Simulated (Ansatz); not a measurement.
Runs of Ansatz 0.2.0 on CsLiCr2Te2S3. The structure is trigonal, space group R32 (No. 155). The conventional cell has a = 6.639 Å, b = 6.639 Å, c = 20.639 Å, α = 90.00°, β = 90.00°, γ = 120.00°. Around Cs (site symmetry 32) lie 6 Te at 3.84 Å and 6 S at 4.04 Å and 2 Cr at 4.16 Å. Li (site symmetry 32) is surrounded by 3 S at 2.41 Å. Around Cr (site symmetry 3) lie 3 S at 2.24 Å and 1 Te at 2.45 Å. Te (site symmetry 3) has 1 Cr at 2.45 Å as nearest neighbours. Around S (site symmetry 2) lie 2 Cr at 2.24 Å and 1 Li at 2.41 Å. The cell was built by a generator and needn't be a form met in nature.

```csv
task,level,cell,k mesh,cutoff (eV),points for each segment of the path,mesh quality,gap on the mesh (eV),pressure (GPa),moment (μB),relaxed volume (Å³/atom),largest force (eV/Å)
relaxation of cell and atoms,r2SCAN+rVV10,relaxed,4 × 4 × 4,500,-,not flagged,none,0.0,4.00,27.35,-
band structure,BLYP,as given,5 × 5 × 5,420,10,not flagged,none,(a),4.00,-,(b)
single point,HSE03,as given,2 × 2 × 2,420,-,coarse,none,0.8,4.00,-,0.32
relaxation of cell and atoms,BLYP,relaxed,4 × 4 × 4,420,-,not flagged,none,0.0,4.00,38.37,-
relaxation of cell and atoms,r2SCAN+D4,relaxed,4 × 4 × 4,500,-,not flagged,none,0.0,4.00,27.66,-
```

Alike in all rows: potentials or basis Ansatz PAW; spin collinear, ferromagnetic start; smearing fermi-dirac 0.05 eV.

Estimate the missing entries.

(a) 2.1; (b) 0.20.

Caveats: some runs use coarse meshes; only a ferromagnetic start was run, and an antiferromagnetic order may lie lower in energy; the PAW data sets come from PBE, with cores solved anew for the run's functional, which leaves a small shift of forces and pressure; the magnetic or orbital state may not be the lowest (some runs); the plane-wave basis is chosen anew once the cell has moved, so the energies of steps on either side of that aren't comparable (some runs); pairwise dispersion overbinds metals, which lowers pressure and volume (some runs); spin-orbit coupling is left out, which moves the levels of the heavy elements (some runs); the thresholds are loose for stress (some runs).

A k mesh can miss the band edges, and the runs leave out spin-orbit coupling on Cs, Te.

A gap of «none» marks a metal or a gap under the smearing width.

Runs at the PBE level aren't shown here.
